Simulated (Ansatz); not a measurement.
# Re: stress in a strained cell

Aim: deform Re (zz strain of +1 %) and compute stress, forces and field gradients with LAPW, PAW and all-electron datasets made for the crystal.

Program: Ansatz 0.2.0. Level of theory: DFT PBEsol, scalar-relativistic. These are calculated values, not measurements.

## Step 1: Starting point

It takes space group Fm-3m (No. 225, cubic). The conventional cell has a = 3.950 Å, b = 3.950 Å, c = 3.950 Å, α = 90.00°, β = 90.00°, γ = 90.00°. Re (site symmetry m-3m) is surrounded by 12 Re at 2.79 Å.

Coordinates:

```
CELL_PARAMETERS angstrom
0.00000 1.97500 1.97500
1.97500 0.00000 1.97500
1.97500 1.97500 0.00000
ATOMIC_POSITIONS crystal
Re 0.00000 0.00000 0.00000
```

## Step 2: After the deformation

Space group Fm-3m before, I4/mmm after.

## Step 3: LAPW, all electrons

input.yaml reads:

```yaml
crystal:
  lattice:
    - [0.0, 1.975, 1.99475]
    - [1.975, 0.0, 1.99475]
    - [1.975, 1.975, 0.0]
  atoms:
    - { symbol: Re, position: [0.0, 0.0, 0.0] }
kpoints:
  mp_grid: { grid: [14, 14, 14] }
  band_path:
    path:
      - [0.0, 0.0, 0.0]
      - [0.0, 0.5, 0.5]
      - [0.25, 0.75, 0.5]
      - [0.0, 0.5, 0.0]
      - [0.0, 0.0, 0.0]
      - [0.5, 0.5, 0.0]
      - [0.3725370062, 0.6274629938, 0.0]
      - [-0.3725370062, 0.3725370062, 0.0]
      - [0.0, 0.0, 0.0]
    npoints: 5
scf:
  occupations: { method: fermi_dirac, width: 0.05 }
hamiltonian:
  xc: pbesol
  pseudopotentials: { kind: all_electron, lapw: { basis_error: 0.00025 } }
output:
  forces: true
  stress: true
  eigenvalues: true
```

Command:

```sh
> ansatz run input.yaml --threads 1 --pin off --max-ram 3072MiB --backend cpu --events-out ev --progress --plain --runs-dir out
```

## Step 4: Frozen-core PAW

input.yaml reads:

```yaml
crystal:
  lattice:
    - [0.0, 1.975, 1.99475]
    - [1.975, 0.0, 1.99475]
    - [1.975, 1.975, 0.0]
  atoms:
    - { symbol: Re, position: [0.0, 0.0, 0.0] }
kpoints:
  mp_grid: { grid: [14, 14, 14] }
scf:
  occupations: { method: fermi_dirac, width: 0.05 }
hamiltonian:
  xc: pbesol
  pseudopotentials: { kind: paw }
output:
  forces: true
  stress: true
  eigenvalues: true
  efg: { contact_densities: true }
```

## Step 5: Datasets made for this crystal

input.yaml, as its differences from that of step 4:

```diff
@@ -13,3 +13,3 @@
   xc: pbesol
-  pseudopotentials: { kind: paw }
+  pseudopotentials: { kind: all_electron, datasets: crystal }
 output:
```

(Steps that only read results are left out.)

What does the calculation give? Wanted: pressure; largest shear or deviatoric stress.

As calculated:

| quantity | value |
| --- | --- |
| pressure | LAPW -21.32, PAW -21.45, crystal datasets -21.33 GPa |
| largest shear or deviatoric stress (LAPW) | 1.38 GPa |

**Reading.** The largest part of the stress beyond the pressure is 1.38 GPa in size, in the zz component. No run of the undeformed cell stands beside it, so the pressure holds what the given cell had before the change. PAW: stress within 0.13 GPa of LAPW. Crystal datasets: stress within 0.01 GPa of LAPW. Spin-orbit coupling is left out, though the cell holds Re; in elements this heavy it can shift bands and gaps by tenths of an eV.
